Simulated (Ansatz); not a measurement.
# CH₄AlClGaN: how energies converge with the basis set

One table from this session's results is given with a row withheld; the runs are named, their logs left out.

The runs use Ansatz 0.2.0, Gaussian basis; one geometry, several basis sets.

Plan: PBE0-D4/def2-SVP; ωB97M-V/def2-SVP; PBE0-D4/def2-QZVPP; ωB97M-V/def2-QZVPP; the functionals' def2-TZVPP values are taken from earlier runs.

### The geometry

An earlier PBE0-D4 in a triple-zeta def2 set relaxation fixed the geometry.

SMILES `[CH3][Ga]1[NH][Al]1[Cl]`, 9 atoms, charge 0, spin multiplicity 1.

Atoms are counted from 1 here; the program's logs count them from 0.

Bond lengths: C1–Ga2 1.959 Å, C1–H6 1.093 Å, C1–H7 1.092 Å, C1–H8 1.091 Å, Ga2–N3 1.907 Å, Ga2–Al4 2.351 Å, N3–Al4 1.765 Å, N3–H9 1.012 Å, Al4–Cl5 2.099 Å. Angles: Ga2–C1–H6 109.5°, Ga2–C1–H7 110.0°, Ga2–C1–H8 111.2°, H6–C1–H7 108.7°, H6–C1–H8 108.2°, H7–C1–H8 109.3°, C1–Ga2–N3 129.1°, C1–Ga2–Al4 176.7°, N3–Ga2–Al4 47.6°, Ga2–N3–Al4 79.5°, Ga2–N3–H9 134.1°, Al4–N3–H9 146.4°, Ga2–Al4–N3 52.9°, Ga2–Al4–Cl5 171.7°, N3–Al4–Cl5 135.4°.

The first run:

in.yaml

```yaml
crystal:
  periodic: [false, false, false]
  atoms:
    - {symbol: C, position_ang: [-1.079320, -1.626172, -0.528702]}
    - {symbol: Ga, position_ang: [-0.207075, 0.122292, -0.381460]}
    - {symbol: N, position_ang: [0.974649, 0.768446, 0.969233]}
    - {symbol: Al, position_ang: [0.906797, 2.173094, -0.096867]}
    - {symbol: Cl, position_ang: [1.765369, 4.088128, -0.102044]}
    - {symbol: H, position_ang: [-0.491531, -2.272359, -1.184917]}
    - {symbol: H, position_ang: [-1.144193, -2.094317, 0.455523]}
    - {symbol: H, position_ang: [-2.080775, -1.532477, -0.950159]}
    - {symbol: H, position_ang: [1.356070, 0.373356, 1.819383]}
basis:
  gaussian: {orbitals: def2-SVP}
hamiltonian: {xc: pbe0, dispersion: d4}
output: {orbitals: {seedname: orbitals}}
```

The run is started by

```sh
> ansatz run in.yaml --threads 2 --pin off --events-out ev --progress --plain --max-ram 22528MiB --backend cpu
```

Steps of the session up to this table: PBE0-D4 in def2-SVP; ωB97M-V in def2-SVP; PBE0-D4 in def2-QZVPP; ωB97M-V in def2-QZVPP.

One of the session's tables, all rows but one given; the rest of the session is left out.

It belongs to the step «Functionals by basis». 

```
functional       basis  HOMO (eV)
   PBE0-D4    def2-SVP      -6.23
   PBE0-D4  def2-TZVPP      -6.31
   PBE0-D4  def2-QZVPP          ?
   ωB97M-V    def2-SVP      -8.12
   ωB97M-V  def2-TZVPP      -8.22
   ωB97M-V  def2-QZVPP      -8.25
```

**Question.** Estimate the row for PBE0-D4, def2-QZVPP.

The run gave: HOMO (eV): -6.33. In the column «HOMO (eV)» it lies between ωB97M-V, def2-SVP (-8.12) and PBE0-D4, def2-TZVPP (-6.31).
